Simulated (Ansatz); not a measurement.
**SnH2F (SMILES [F][SnH2]) at U-r2SCAN/def2-TZVPP (core potential)**

Aim: the vertical ionisation energy of SnH2F at U-r2SCAN/def2-TZVPP (core potential), from 2 runs. 

Program for the calculation: Ansatz 0.2.0.

36 further runs of the same task are left out: 36 set aside as unsound or not needed.

## (1) Starting point

SnH2F: 4 atoms, total charge 0, spin state doublet. SMILES: `[F][SnH2]`. The coordinates come from a PBE0-D4/def2-TZVP relaxation.

Bond lengths: F1–Sn2 1.932 Å, Sn2–H3 1.726 Å, Sn2–H4 1.726 Å. Angles: F1–Sn2–H3 103.3°, F1–Sn2–H4 103.3°, H3–Sn2–H4 113.3°.

## (2) A single-point energy at U-r2SCAN/def2-TZVPP (core potential)

Input file in.yaml:

```yaml
crystal:
  periodic: [false, false, false]
  atoms:
    - symbol: F
      position_ang: [-1.552600, -0.190000, 0.640700]
    - symbol: Sn
      position_ang: [0.028300, -0.242200, -0.468300]
    - symbol: H
      position_ang: [1.184100, -1.054400, 0.524100]
    - symbol: H
      position_ang: [0.395700, 1.426200, -0.716700]
basis:
  gaussian:
    orbitals: def2-TZVPP
magnetization:
  spin_polarized: true
  initial_magnetization: 1
hamiltonian:
  xc: {name: r2SCAN}
accuracy: high
output: {orbitals: {seedname: orbitals}}
```

The run is started by

```bash
$ ansatz run in.yaml --threads 1 --pin off --max-ram 3480MiB --events-out events.jsonl --progress --plain --runs-dir runs
```

Log:

```text
Warning: RAYON_NUM_THREADS=1 ignored (pool sized by the plan → 1); use --threads N
Functional definition: r2SCAN
  name "r2SCAN"
  parameter k0 = 0.174
  parameter k1 = 0.065
  parameter a1 = 4.9479
  exchange = r2scan_x(k0 = k0, k1 = k1, a1 = a1)
  correlation = r2scan_c
1918 factors; integrals over basis functions are off by at most 3.5e-9 eV
mean field evaluation 1: about -8580.0115 eV, gradient 3.0e1 eV
mean field evaluation 2: about -8544.5590 eV, gradient 1.0e2 eV
mean field evaluation 4: about -8582.7643 eV, gradient 3.9e0 eV
mean field evaluation 8: about -8582.8201 eV, gradient 9.3e-2 eV
mean field evaluation 16: about -8582.8201 eV, gradient 5.0e-5 eV
mean field -8582.82010924 eV, -315.4128213703 hartree, gradient 6.4e-8 eV, S^2 0.753413; 0 other end points of the search recorded, 0 dependent functions left out
reference -8582.82011389 eV, -315.4128215411 hartree; 17, 16 occupied and 92, 93 virtual orbitals, 1918 factors
Total energy: -8582.82011389 eV, -315.4128215411 hartree
```

Run time: 17 s. Hardware: 1 thread of Arm Neoverse V1, shared host; peak memory 0.4 GiB.

## (3) The singlet cation, same level

Input file input.yaml:

```yaml
crystal:
  periodic: [false, false, false]
  atoms:
    - symbol: F
      position_ang: [-1.552600, -0.190000, 0.640700]
    - symbol: Sn
      position_ang: [0.028300, -0.242200, -0.468300]
    - symbol: H
      position_ang: [1.184100, -1.054400, 0.524100]
    - symbol: H
      position_ang: [0.395700, 1.426200, -0.716700]
basis:
  gaussian: {orbitals: def2-TZVPP}
total_charge: 1
hamiltonian: {xc: r2scan}
accuracy: high
output: {orbitals: {seedname: orbitals}}
```

The run is started by

```bash
$ ansatz run input.yaml --threads 1 --pin off --max-ram 3480MiB --events-out events.jsonl --progress --plain --runs-dir runs
```

Log:

```text
Warning: RAYON_NUM_THREADS=1 ignored (pool sized by the plan → 1); use --threads N
Functional definition: r2SCAN
  name "r2SCAN"
  parameter k0 = 0.174
  parameter k1 = 0.065
  parameter a1 = 4.9479
  exchange = r2scan_x(k0 = k0, k1 = k1, a1 = a1)
  correlation = r2scan_c
1918 factors; integrals over basis functions are off by at most 3.5e-9 eV
mean field evaluation 1: about -8558.0445 eV, gradient 1.0e2 eV
mean field evaluation 2: about -8280.7697 eV, gradient 2.4e2 eV
mean field evaluation 4: about -8571.6435 eV, gradient 3.4e1 eV
mean field evaluation 8: about -8573.7162 eV, gradient 4.0e-1 eV
mean field evaluation 16: about -8573.7089 eV, gradient 2.4e-4 eV
mean field -8573.70888150 eV, -315.0779899267 hartree, gradient 2.9e-8 eV, S^2 0.000000; 0 other end points of the search recorded, 0 dependent functions left out
reference -8573.70888234 eV, -315.0779899573 hartree; 16, 16 occupied and 93, 93 virtual orbitals, 1918 factors
Total energy: -8573.70888234 eV, -315.0779899573 hartree
```

Run time: 10 s. Hardware: 1 thread of Arm Neoverse V1, shared host; peak memory 0.29 GiB.

## (4) Outcome

Level: U-r2SCAN/def2-TZVPP (core potential).

```
                                          quantity          value
                       doublet SnH2F: total energy  -315.41282 Eh
 doublet SnH2F: HOMO energy (highest over α and β)       -5.99 eV
  doublet SnH2F: LUMO energy (lowest over α and β)       -4.13 eV
                               doublet SnH2F: ⟨S²⟩          0.753
                      singlet cation: total energy  -315.07799 Eh
                       singlet cation: HOMO energy      -14.90 eV
                       singlet cation: LUMO energy      -12.02 eV
                     singlet cation: HOMO–LUMO gap        2.88 eV
vertical ionisation energy (to the singlet cation)       9.111 eV
```

**Reading.** Removing an electron at fixed nuclei costs 9.11 eV (879 kJ/mol). Only the singlet of the ionised species was computed; a triplet could lie lower.
